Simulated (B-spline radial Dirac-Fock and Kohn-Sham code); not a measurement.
# Sn⁴⁺: core levels and X-ray properties

What does theory give for tin as Sn⁴⁺? The session works out how cheaper methods do for the levels.

Method: a free atom or ion on a radial basis; each step names its model; computed with B-spline radial Dirac-Fock and Kohn-Sham code, version 2.

**1. The atom as given**

Tin as Sn⁴⁺, [Kr] 4d10.

- nuclear charge: 50
- electrons: 46
- mass number: 120
- nuclear rms radius: 4.6519 fm

**2. Dirac LDA, for comparison**

Model: Dirac-Kohn-Sham LDA (Slater exchange, VWN correlation), finite nucleus, spherical and without spin polarisation.

The run's settings:

```ini
task = binding-ladder
Z = 50
charge = 4
configuration = 1s2 2s2 2p6 3s2 3p6 3d10 4s2 4p6 4d10
mass_number = 120
rms_radius = 4.6519  # fm
method = lda,vwn
relativity = dirac
```

Main fields of the result record, rounded:

```text
{
  "status": "converged",
  "shells": ["K", "L1", "L2", "L3", "M1", "M2", "M3", "M4", "M5", "N1", "N2", "N3", "N4", "N5"],
  "minus_eigenvalue [eV]": [29002.7, 4414.41, 4128.75, 3898.43, 885.939, 769.665, 727.614, 521.218, 512.528, 176.13, 137.336, 129.653, 68.5486, 67.4602],
  "delta_scf [eV]": [29340.5, 4475.46, 4204.44, 3969.66, 907.872, 792.212, 749.461, 545.133, 536.197, 187.122, 147.983, 140.093, 77.934, 76.7769],
  "total_energy [Ha]": -6170.05399,
  "dirac_fock_binding [eV]": [29253.4, 4525.09, 4210.94, 3983.39, 940.746, 813.023, 770.499, 546.851, 538.418, 198.559, 154.626, 147.011, 76.1506, 75.0939]
}
```

Against the Dirac-Fock value with Breit and QED (eV):

| level | -ε | miss | ΔSCF | miss | Dirac-Fock |
| --- | --- | --- | --- | --- | --- |
| K | 29002.7 | -250.7 | 29340.5 | +87.1 | 29253.4 |
| L1 | 4414.4 | -110.7 | 4475.5 | -49.6 | 4525.1 |
| L2 | 4128.8 | -82.2 | 4204.4 | -6.5 | 4210.9 |
| L3 | 3898.4 | -85.0 | 3969.7 | -13.7 | 3983.4 |
| M1 | 885.9 | -54.8 | 907.9 | -32.9 | 940.7 |
| M2 | 769.7 | -43.4 | 792.2 | -20.8 | 813.0 |
| M3 | 727.6 | -42.9 | 749.5 | -21.0 | 770.5 |
| M4 | 521.2 | -25.6 | 545.1 | -1.7 | 546.9 |
| M5 | 512.5 | -25.9 | 536.2 | -2.2 | 538.4 |
| N1 | 176.1 | -22.4 | 187.1 | -11.4 | 198.6 |
| N2 | 137.3 | -17.3 | 148.0 | -6.6 | 154.6 |
| N3 | 129.7 | -17.4 | 140.1 | -6.9 | 147.0 |
| N4 | 68.55 | -7.6 | 77.93 | +1.8 | 76.15 |
| N5 | 67.46 | -7.6 | 76.78 | +1.7 | 75.09 |

**3. non-relativistic HF, for comparison**

Model: non-relativistic Hartree-Fock, average of configuration, point nucleus.

The run's settings:

```ini
task = binding-ladder
method = hf
relativity = nr
```

Main fields of the result record, rounded:

```text
{
  "status": "converged",
  "shells": ["1s", "2s", "2p", "3s", "3p", "3d", "4s", "4p", "4d"],
  "minus_eigenvalue [eV]": [28375.2, 4313.23, 4027.92, 901.314, 781.951, 563.1, 191.003, 149.221, 78.2748],
  "delta_scf [eV]": [28315.2, 4281.7, 3993.31, 888.858, 769.107, 548.857, 188.192, 146.731, 76.4539],
  "total_energy [Ha]": -6019.77851
}
```

**4. Cost and miss of the cheaper method**

| method | level | eigenvalue miss (%) | ΔSCF miss (%) | time |
| --- | --- | --- | --- | --- |
| Dirac LDA | K | -0.86 | +0.30 | 4.4 s |

Times cover the ground state and all hole states of a step, on one thread of a shared host; states solved in an earlier step are reused, and a first call can include compiling.

**5. Summary of results**

| quantity | value |
| --- | --- |
| Dirac LDA, K: eigenvalue / ΔSCF | 29002.7 / 29340.5 eV |
| non-relativistic HF: deepest eigenvalue | -28375.2 eV |

What this shows: Dirac LDA misses the K level by -0.9 % with its eigenvalue and by +0.3 % with ΔSCF, so total-energy differences mend most of the error. The Hartree-Fock and Dirac-Fock values hold no electron correlation.
